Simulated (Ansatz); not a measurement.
**FGeH5Sn: how energies converge with the basis set**

One table from this session's results is given with a row withheld; the runs are named, their logs left out.

The runs use Ansatz 0.2.0, Gaussian basis; one geometry, several basis sets.

Plan: PBE0-D4/def2-SVP; ωB97M-V/def2-SVP; PBE0-D4/def2-QZVPP; ωB97M-V/def2-QZVPP; the functionals' def2-TZVPP values are taken from earlier runs.

**Structure used throughout**

All runs share one geometry, relaxed beforehand with PBE0-D4 in a triple-zeta def2 set. Sn takes the def2 core potential; no spin-orbit term is included.

SMILES `[F][SnH2][GeH3]`, 8 atoms, charge 0, spin multiplicity 1.

Atoms are counted from 1 here; the program's logs count them from 0.

Bond lengths: F1–Sn2 1.933 Å, Sn2–Ge3 2.596 Å, Sn2–H4 1.707 Å, Sn2–H5 1.707 Å, Ge3–H6 1.534 Å, Ge3–H7 1.537 Å, Ge3–H8 1.534 Å. Angles: F1–Sn2–Ge3 104.6°, F1–Sn2–H4 103.9°, F1–Sn2–H5 103.9°, Ge3–Sn2–H4 115.6°, Ge3–Sn2–H5 115.6°, H4–Sn2–H5 111.3°, Sn2–Ge3–H6 109.6°, Sn2–Ge3–H7 109.3°, Sn2–Ge3–H8 109.6°, H6–Ge3–H7 109.2°, H6–Ge3–H8 109.9°, H7–Ge3–H8 109.2°.

Set-up of the first run:

in.yaml

```yaml
crystal:
  periodic: [false, false, false]
  atoms:
    - {symbol: F, position_ang: [-2.092894, 1.330148, -0.016995]}
    - {symbol: Sn, position_ang: [-0.505493, 0.681447, -0.908890]}
    - {symbol: Ge, position_ang: [0.690233, -0.786966, 0.867308]}
    - {symbol: H, position_ang: [-1.110500, -0.152205, -2.270667]}
    - {symbol: H, position_ang: [0.319110, 2.104534, -1.367463]}
    - {symbol: H, position_ang: [1.051668, 0.071891, 2.085833]}
    - {symbol: H, position_ang: [1.975601, -1.372544, 0.261168]}
    - {symbol: H, position_ang: [-0.235427, -1.933305, 1.294006]}
basis:
  gaussian: {orbitals: def2-SVP}
hamiltonian: {xc: pbe0, dispersion: d4}
output: {orbitals: {seedname: orbitals}}
```

Run with:

```console
ansatz run in.yaml --threads 4 --pin off --events-out ev --progress --plain --max-ram 10444MiB
```

Steps of the session up to this table: PBE0-D4 in def2-SVP; ωB97M-V in def2-SVP; PBE0-D4 in def2-QZVPP; ωB97M-V in def2-QZVPP.

One of the session's tables, all rows but one given; the rest of the session is left out.

It belongs to the step «Functionals by basis». 

| functional | basis | HOMO (eV) |
| --- | --- | --- |
| PBE0-D4 | def2-SVP | -8.12 |
| PBE0-D4 | def2-TZVPP | -8.20 |
| PBE0-D4 | def2-QZVPP | -8.21 |
| ωB97M-V | def2-SVP | ? |
| ωB97M-V | def2-TZVPP | -10.21 |
| ωB97M-V | def2-QZVPP | -10.22 |

Q: Estimate the row for ωB97M-V, def2-SVP from the others.

The run gave: HOMO (eV): -10.10. In the column «HOMO (eV)» it lies between ωB97M-V, def2-TZVPP (-10.21) and PBE0-D4, def2-QZVPP (-8.21).
